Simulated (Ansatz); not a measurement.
# CH6Ge (methyl germane): HF/STO-3G

What is the electronic atomisation energy of CH6Ge (methyl germane) at HF/STO-3G? 

The calculation is run with Ansatz 0.2.0.

28 further runs of the same task are left out: 28 set aside as unsound or not needed.

### Step 1. The molecule

CH6Ge has 8 atoms, charge 0, and is taken as a singlet. As SMILES, `[CH3][GeH3]`. The shape is that of a PBE0-D4/def2-TZVP optimisation.

Bond lengths: C1–Ge2 1.953 Å, C1–H3 1.090 Å, C1–H4 1.090 Å, C1–H5 1.091 Å, Ge2–H6 1.539 Å, Ge2–H7 1.539 Å, Ge2–H8 1.539 Å. Some angles: C1–Ge2–H6 110.4°, C1–Ge2–H7 110.4°, C1–Ge2–H8 110.4°, Ge2–C1–H3 110.3°, Ge2–C1–H4 110.3°, Ge2–C1–H5 110.3°, H6–Ge2–H7 108.5°, H6–Ge2–H8 108.5°, H7–Ge2–H8 108.5°, H3–C1–H4 108.6°.

### Step 2. A single-point energy at HF/STO-3G

in.yaml

```yaml
basis:
  gaussian:
    orbitals: STO-3G
crystal:
  periodic: [false, false, false]
  atoms:
    - {symbol: C, position_ang: [-0.310900, 0.190300, -0.971400]}
    - {symbol: Ge, position_ang: [0.296900, -0.181900, 0.846700]}
    - {symbol: H, position_ang: [-1.380100, 0.404200, -0.976500]}
    - {symbol: H, position_ang: [0.218800, 1.052200, -1.378400]}
    - {symbol: H, position_ang: [-0.124600, -0.669400, -1.616000]}
    - {symbol: H, position_ang: [0.030700, 1.028200, 1.760100]}
    - {symbol: H, position_ang: [1.807100, -0.479600, 0.857700]}
    - {symbol: H, position_ang: [-0.445700, -1.401200, 1.422100]}
output: {orbitals: {seedname: orbitals}}
hamiltonian:
  xc: hf
accuracy: high
magnetization:
  spin_polarized: false
```

Launch:

```sh
$ ansatz run in.yaml --threads 1 --pin off --max-ram 3480MiB --events-out events.jsonl --progress --plain --runs-dir runs
```

Standard output:

```text
Warning: RAYON_NUM_THREADS=1 ignored (pool sized by the plan → 1); use --threads N
Functional definition: HF
  name "HF"
  exchange = exact_x
  correlation = 0
451 factors; integrals over basis functions are off by at most 5.3e-9 eV
mean field evaluation 1: about -56943.9490 eV, gradient 8.1e0 eV
mean field evaluation 2: about -56943.9975 eV, gradient 8.0e0 eV
mean field evaluation 4: about -56944.3201 eV, gradient 3.4e-1 eV
mean field evaluation 8: about -56944.3203 eV, gradient 1.7e-7 eV
mean field -56944.32027414 eV, -2092.6651718280 hartree, gradient 1.9e-8 eV, S^2 0.000000; 0 other end points of the search recorded, 0 dependent functions left out
reference -56944.32027414 eV, -2092.6651718280 hartree; 22, 22 occupied and 7, 7 virtual orbitals, 451 factors
Total energy: -56944.32027414 eV, -2092.6651718280 hartree
```

Run time: 0.24 s. Hardware: 1 thread of Arm Neoverse V1, shared host.

### Step 3. The C atom

input.yaml

```yaml
crystal:
  periodic: [false, false, false]
  atoms:
    - {symbol: C, position_ang: [0.000000, 0.000000, 0.000000]}
basis:
  gaussian:
    orbitals: STO-3G
magnetization:
  spin_polarized: true
  initial_magnetization: 2
hamiltonian:
  xc: hf
accuracy: high
```

Launch:

```sh
$ ansatz run input.yaml --threads 1 --pin off --max-ram 3480MiB --events-out events.jsonl --progress --plain --runs-dir runs
```

Standard output:

```text
Warning: RAYON_NUM_THREADS=1 ignored (pool sized by the plan → 1); use --threads N
Functional definition: HF
  name "HF"
  exchange = exact_x
  correlation = 0
15 factors; integrals over basis functions are off by at most 9.8e-10 eV
mean field evaluation 1: about -1012.2198 eV, gradient 0.0e0 eV
mean field evaluation 2: about -1012.2198 eV, gradient 0.0e0 eV
mean field -1012.21982732 eV, -37.1983925466 hartree, gradient 0.0e0 eV, S^2 2.000000; 2 other end points of the search recorded, 0 dependent functions left out
reference -1012.21982732 eV, -37.1983925466 hartree; 4, 2 occupied and 1, 3 virtual orbitals, 15 factors
Total energy: -1012.21982732 eV, -37.1983925466 hartree
```

Wall time 0.04 s (1 thread of Arm Neoverse V1, shared host).

### Step 4. The Ge atom

in.yaml

```yaml
crystal:
  periodic: [false, false, false]
  atoms:
    - symbol: Ge
      position_ang: [0.000000, 0.000000, 0.000000]
basis:
  gaussian:
    orbitals: STO-3G
total_charge: 0
magnetization:
  spin_polarized: true
  initial_magnetization: 2
hamiltonian:
  xc: hf
accuracy: high
```

Run the same way, it converges to -2051.63626 Eh (log not shown).

### Step 5. The H atom, same level

run.yaml

```yaml
crystal:
  periodic: [false, false, false]
  atoms:
    - {symbol: H, position_ang: [0.000000, 0.000000, 0.000000]}
basis:
  gaussian:
    orbitals: STO-3G
magnetization:
  spin_polarized: true
  initial_magnetization: 1
hamiltonian:
  xc: hf
accuracy: high
```

Launch:

```sh
$ ansatz run run.yaml --threads 1 --pin off --max-ram 3480MiB --events-out events.jsonl --progress --plain --runs-dir runs
```

Standard output:

```text
Warning: RAYON_NUM_THREADS=1 ignored (pool sized by the plan → 1); use --threads N
Functional definition: HF
  name "HF"
  exchange = exact_x
  correlation = 0
1 factors; integrals over basis functions are off by at most 4.6e-10 eV
mean field evaluation 1: about -12.6963 eV, gradient 0.0e0 eV
mean field evaluation 2: about -12.6963 eV, gradient 0.0e0 eV
mean field -12.69633895 eV, -0.4665818504 hartree, gradient 0.0e0 eV, S^2 0.750000; 0 other end points of the search recorded, 0 dependent functions left out
reference -12.69633895 eV, -0.4665818504 hartree; 1, 0 occupied and 0, 1 virtual orbitals, 1 factors
Total energy: -12.69633895 eV, -0.4665818504 hartree
```

Wall time 0.04 s (1 thread of Arm Neoverse V1, shared host).

### Step 6. Summary of results

Level: HF/STO-3G.

```
                     quantity           value
       molecule: total energy  -2092.66517 Eh
        molecule: HOMO energy       -10.33 eV
        molecule: LUMO energy        13.41 eV
      molecule: HOMO–LUMO gap        23.74 eV
         C atom: total energy    -37.19839 Eh
                 C atom: ⟨S²⟩           2.000
        Ge atom: total energy  -2051.63626 Eh
                Ge atom: ⟨S²⟩           2.000
         H atom: total energy     -0.46658 Eh
                 H atom: ⟨S²⟩           0.750
electronic atomisation energy       28.056 eV
```

What this shows: Taking the molecule apart into free atoms costs 28.06 eV (2707 kJ/mol), before zero-point energy and without spin-orbit coupling. Hartree–Fock lacks the correlation of the bonding pairs, which as a rule makes this value much too low; in minimal bases other errors can mask that. In a minimal basis such a difference can be off by several eV, whatever the method.
